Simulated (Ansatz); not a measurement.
# C2H7F3MoO3: the cost of one run

Computed with Ansatz 0.2.0, Gaussian basis. Level: the settings change from run to run.

### 1 The relaxed structure

An earlier PBE0-D4 in a triple-zeta def2 set relaxation fixed the geometry. Mo takes a core potential in def2 sets; no spin-orbit term is included.

16 atoms, charge 0, spin multiplicity 1.

Atoms are counted from 1 here; the program's logs count them from 0.

Bond lengths: C1–O2 1.396 Å, C1–H10 1.094 Å, C1–H11 1.092 Å, C1–H12 1.093 Å, O2–Mo3 1.822 Å, Mo3–O4 1.883 Å, Mo3–F5 1.879 Å, Mo3–F6 1.868 Å, Mo3–F7 1.873 Å, Mo3–O8 1.821 Å, O4–H13 0.963 Å, O8–C9 1.398 Å, C9–H14 1.095 Å, C9–H15 1.094 Å, C9–H16 1.091 Å. Angles: O2–C1–H10 109.3°, O2–C1–H11 109.0°, O2–C1–H12 109.0°, H10–C1–H11 110.2°, H10–C1–H12 109.8°, H11–C1–H12 109.5°, C1–O2–Mo3 140.1°, O2–Mo3–O4 98.9°, O2–Mo3–F5 83.4°, O2–Mo3–F6 166.0°, O2–Mo3–F7 94.8°, O2–Mo3–O8 95.9°, O4–Mo3–F5 170.5°, O4–Mo3–F6 95.1°, O4–Mo3–F7 82.1°, O4–Mo3–O8 86.1°, F5–Mo3–F6 82.6°, F5–Mo3–F7 88.5° and more.

As a file:

```xyz
16
charge 0, multiplicity 1
C     1.8958   -0.3208   -2.0325
O     1.3281   -0.0437   -0.7879
Mo   -0.2116    0.6148   -0.0691
O     0.4424    1.0967    1.6299
F    -0.8522    0.4391   -1.8268
F    -1.9553    1.2040    0.2515
F     0.1909    2.4047   -0.4475
O    -0.7352   -0.9451    0.7108
C    -1.5836   -1.2700    1.7734
H     1.1185   -0.2799   -2.8011
H     2.3470   -1.3153   -2.0037
H     2.6672    0.4238   -2.2457
H     0.7093    2.0135    1.7513
H    -1.1220   -0.9271    2.7049
H    -2.5443   -0.7650    1.6366
H    -1.7180   -2.3524    1.7999
```

### 2 SPW92/def2-SVPD

Options: atoms shaken by 0.15 Å.

Contents of in.yaml:

```yaml
crystal:
  periodic: [false, false, false]
  atoms:
    - {symbol: C, position_ang: [1.872900, -0.176002, -1.938752]}
    - {symbol: O, position_ang: [1.474263, -0.380101, -0.784905]}
    - {symbol: Mo, position_ang: [-0.134742, 0.688538, -0.171960]}
    - {symbol: O, position_ang: [0.235998, 1.259484, 1.572401]}
    - {symbol: F, position_ang: [-0.782478, 0.255772, -1.905942]}
    - {symbol: F, position_ang: [-2.069825, 1.089089, 0.099568]}
    - {symbol: F, position_ang: [0.200779, 2.617907, -0.707854]}
    - {symbol: O, position_ang: [-0.694156, -0.887634, 0.405256]}
    - {symbol: C, position_ang: [-1.541936, -1.251390, 1.449219]}
    - {symbol: H, position_ang: [1.119329, -0.201551, -2.920086]}
    - {symbol: H, position_ang: [2.416023, -1.335107, -2.199200]}
    - {symbol: H, position_ang: [2.383013, 0.400924, -2.235469]}
    - {symbol: H, position_ang: [0.748425, 2.402647, 1.681316]}
    - {symbol: H, position_ang: [-1.329354, -1.175738, 2.751786]}
    - {symbol: H, position_ang: [-2.733458, -0.527711, 1.566969]}
    - {symbol: H, position_ang: [-1.657845, -2.313927, 2.123900]}
basis:
  gaussian: {orbitals: def2-SVPD}
hamiltonian: {xc: {name: SPW92}}
```

Launch:

```console
$ ansatz run in.yaml --threads 5 --pin off --events-out ev --progress --plain --max-ram 66560MiB --backend cpu
```

What time and memory should one allow on 5 threads of AMD EPYC 7R13, shared host?

About 7.5 s, with a peak of 0.5 GiB.
